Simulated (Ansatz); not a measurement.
# H2MoO2S2: the cost of one run

Computed with Ansatz 0.2.0, Gaussian basis. Level: the settings change from run to run.

## 1. The geometry

An earlier PBE0-D4 in a triple-zeta def2 set relaxation fixed the geometry. Mo takes a core potential in def2 sets; no spin-orbit term is included.

SMILES `[OH][Mo]([OH])(=[S])=[S]`, 7 atoms, charge 0, spin multiplicity 1.

Atoms are counted from 1 here; the program's logs count them from 0.

Bond lengths: O1–Mo2 1.860 Å, O1–H6 0.962 Å, Mo2–O3 1.860 Å, Mo2–S4 2.099 Å, Mo2–S5 2.099 Å, O3–H7 0.962 Å. Angles: Mo2–O1–H6 120.9°, O1–Mo2–O3 110.4°, O1–Mo2–S4 108.5°, O1–Mo2–S5 109.9°, O3–Mo2–S4 109.9°, O3–Mo2–S5 108.5°, S4–Mo2–S5 109.6°, Mo2–O3–H7 120.9°.

## 2. HSE06/def2-SVPD

Set apart from the defaults: charge -1, multiplicity 2, high accuracy.

Input file in.yaml:

```yaml
crystal:
  periodic: [false, false, false]
  atoms:
    - {symbol: O, position_ang: [-1.525893, 0.274126, 0.678338]}
    - {symbol: Mo, position_ang: [0.034893, 0.041552, -0.305742]}
    - {symbol: O, position_ang: [1.413530, -0.548208, 0.794302]}
    - {symbol: S, position_ang: [-0.333220, -1.373335, -1.812486]}
    - {symbol: S, position_ang: [0.610676, 1.863683, -1.175227]}
    - {symbol: H, position_ang: [-1.806568, 1.149855, 0.960728]}
    - {symbol: H, position_ang: [1.667781, -1.475773, 0.814385]}
basis:
  gaussian: {orbitals: def2-SVPD}
total_charge: -1
magnetization: {spin_polarized: true, initial_magnetization: 1}
hamiltonian: {xc: {name: HSE06}}
accuracy: high
```

Run with:

```sh
$ ansatz run in.yaml --threads 4 --pin off --events-out ev --progress --plain --max-ram 10444MiB
```

Q: Estimate wall time and peak memory on 4 threads of Intel Xeon Platinum 8259CL at 2.50GHz, shared host.

About 29 s, with a peak of 1.1 GiB.
